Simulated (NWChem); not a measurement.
# One shape, several levels: SiH2Br2 (SMILES Br[SiH2]Br)

We compute a comparison of 6 runs (HF/3-21G, HF/def2-SVP, PBE0/def2-SVP, B3LYP/def2-SVP, SVWN5/def2-SVP, CCSD(T)/def2-SVP) of SiH2Br2. 

The calculation is run with NWChem 7.3.0.

2 further runs of the same task are left out: 2 set aside as unsound or not needed.

## Step 1: The system as given

SiH2Br2: 5 atoms, total charge 0, spin state singlet. As SMILES, `Br[SiH2]Br`. The shape is that of a PBE0-D4/def2-TZVP optimisation.

Bond lengths: Br1–Si2 2.207 Å, Si2–Br3 2.207 Å, Si2–H4 1.476 Å, Si2–H5 1.476 Å. Angles: Br1–Si2–Br3 110.8°, Br1–Si2–H4 108.4°, Br1–Si2–H5 108.4°, Br3–Si2–H4 108.4°, Br3–Si2–H5 108.4°, H4–Si2–H5 112.5°.

## Step 2: Energy and gradient at HF/3-21G (run 1)

calc.nw

```
start calc
title "Br2H2Si"
memory 2200 mb

geometry units angstroms noautosym nocenter noautoz
  Br    -1.672690    -1.239290     0.362310
  Si     0.158230    -0.046290     0.054680
  Br    -0.295570     1.814160    -1.042010
  H      1.103430    -0.843230    -0.751710
  H      0.706590     0.314640     1.376730
end

basis spherical bse
  * library 3-21G
end

scf
  thresh 1e-08
  maxiter 80
  noprint "final vectors analysis"
end

task scf gradient
```

The run is started by

```console
nwchem calc.nw > calc.out
```

What it wrote:

```text
[...]
  functions       =    61
[...]
  wavefunction    = RHF
[...]
         Total SCF energy =  -5408.704816755035
      One-electron energy =  -8435.427824090708
      Two-electron energy =   2578.443712044400
 Nuclear repulsion energy =    448.279295291273
        Time for solution =      5.3s
[...]
                         RHF ENERGY GRADIENTS
    atom               coordinates                        gradient
                 x          y          z           x          y          z
   1 Br     -3.160926  -2.341919   0.684667    0.028878   0.020709  -0.005881
   2 Si      0.299011  -0.087475   0.103330   -0.035329   0.010317  -0.012200
   3 Br     -0.558546   3.428265  -1.969113    0.005664  -0.030819   0.017821
   4 H       2.085180  -1.593474  -1.420526    0.000773  -0.001212  -0.001907
   5 H       1.335261   0.594583   2.601642    0.000014   0.001004   0.002167
[...]
```

Wall time 7.8 s (1 thread of Intel Xeon Platinum 8259CL at 2.50GHz (Skylake/Cascade Lake), shared host); peak memory 0.1 GiB.

## Step 3: Energy and gradient at HF/def2-SVP (run 2)

m1.nw

```
start m1
title "Br2H2Si hf"
memory total 2200 mb

geometry units angstroms noautosym nocenter noautoz
  Br      -1.672690      -1.239290       0.362310
  Si       0.158230      -0.046290       0.054680
  Br      -0.295570       1.814160      -1.042010
  H        1.103430      -0.843230      -0.751710
  H        0.706590       0.314640       1.376730
end

basis "ao basis" spherical bse
  * library def2-SVP
end

scf
  nopen 0
  rhf
  thresh 1e-08
  maxiter 80
  noprint "final vectors analysis"
end

task scf gradient
```

The run is started by

```console
nwchem m1.nw > m1.out
```

What it wrote:

```text
[...]
  functions       =    92
[...]
  wavefunction    = RHF
[...]
         Total SCF energy =  -5434.299595583096
      One-electron energy =  -8461.501835572932
      Two-electron energy =   2578.922944698563
 Nuclear repulsion energy =    448.279295291273
        Time for solution =     28.4s
[...]
                         RHF ENERGY GRADIENTS
    atom               coordinates                        gradient
                 x          y          z           x          y          z
   1 Br     -3.160926  -2.341919   0.684667    0.004579   0.003161  -0.000866
   2 Si      0.299011  -0.087475   0.103330   -0.008575   0.002500  -0.002960
   3 Br     -0.558546   3.428265  -1.969113    0.001007  -0.004810   0.002804
   4 H       2.085180  -1.593474  -1.420526    0.002029  -0.001985  -0.002355
   5 H       1.335261   0.594583   2.601642    0.000960   0.001133   0.003377
[...]
```

Run time: 36 s. Hardware: 1 thread of Intel Xeon Platinum 8259CL at 2.50GHz (Skylake/Cascade Lake), shared host; peak memory 0.1 GiB.

Runs 3 to 5 aren't shown in full; the table further down has their settings and results.

## Step 4: A single-point energy at CCSD(T)/def2-SVP (run 6)

br2h2si.nw

```
start br2h2si
title "Br2H2Si ccsd(t)"
memory stack 880 mb heap 220 mb global 1100 mb

geometry noautosym nocenter noautoz
  Br    -1.672690    -1.239290     0.362310
  Si     0.158230    -0.046290     0.054680
  Br    -0.295570     1.814160    -1.042010
  H      1.103430    -0.843230    -0.751710
  H      0.706590     0.314640     1.376730
end

basis spherical bse
  Br library def2-SVP
  Si library def2-SVP
  H library def2-SVP
end

scf
  thresh 1e-08
  maxiter 80
end

ccsd
  freeze core 23
  maxiter 60
end

task ccsd(t) energy
```

The run is started by

```console
nwchem br2h2si.nw > br2h2si.out
```

What it wrote:

```text
[...]
  functions       =    92
[...]
  wavefunction    = RHF
[...]
         Total SCF energy =  -5434.299595583096
      One-electron energy =  -8461.501835572932
      Two-electron energy =   2578.922944698563
 Nuclear repulsion energy =    448.279295291273
        Time for solution =     23.4s
[...]
 Total MP2 energy:          -5434.856743981709769
[...]
             energy      energy      error      ampl     ampl      Block
                                                time     time      time
[...]
 Total CCSD energy:          -5434.874784010149597
[...]
 Total CCSD+T(CCSD) energy:          -5434.888075286624371
[...]
 Total CCSD(T) energy:               -5434.887499116433901
[...]
```

Wall time 4.1 min (1 thread of Intel Xeon Platinum 8259CL at 2.50GHz (Skylake/Cascade Lake), shared host); peak memory 0.32 GiB.

## Step 5: Overview of the runs

| run | level | iteration cap | module | energy (Eh) | dipole moment (D) | largest force (eV/Å) | wall time |
| --- | --- | --- | --- | --- | --- | --- | --- |
| 1 | HF/3-21G | 80 | scf | -5408.704817 | 2.12 | 1.994 | 7.8 s |
| 2 | HF/def2-SVP | 80 | scf | -5434.299596 | 1.46 | 0.484 | 36 s |
| 3 | PBE0/def2-SVP | 100 | dft | -5437.657369 | – | 0.162 | 27 s |
| 4 | B3LYP/def2-SVP | 100 | dft | -5438.447539 | 1.13 | 0.442 | 26 s |
| 5 | SVWN5/def2-SVP | 100 | dft | -5430.103613 | 1.09 | 0.443 | 23 s |
| 6 | CCSD(T)/def2-SVP | 80 | ccsd(t) | -5434.887499 | – | – | 4.1 min |

## Step 6: Outcome

```
                                           quantity           value
                                run 6: total energy  -5434.88750 Eh
         run 6: HOMO energy (Hartree–Fock orbitals)       -11.46 eV
         run 6: LUMO energy (Hartree–Fock orbitals)         3.40 eV
       run 6: HOMO–LUMO gap (Hartree–Fock orbitals)        14.87 eV
run 6: correlation energy (23 core orbitals frozen)      -587.9 mEh
                              run 6: (T) correction      -12.72 mEh
```

Over runs 1, 2, 4, 5 the dipole moment (its size) runs from 1.09 D (SVWN5/def2-SVP) to 2.12 D (HF/3-21G). The two ends differ in method and basis. Totals of different functionals can't be ranked against each other. All runs together took 6.1 min, the longest 4.1 min.
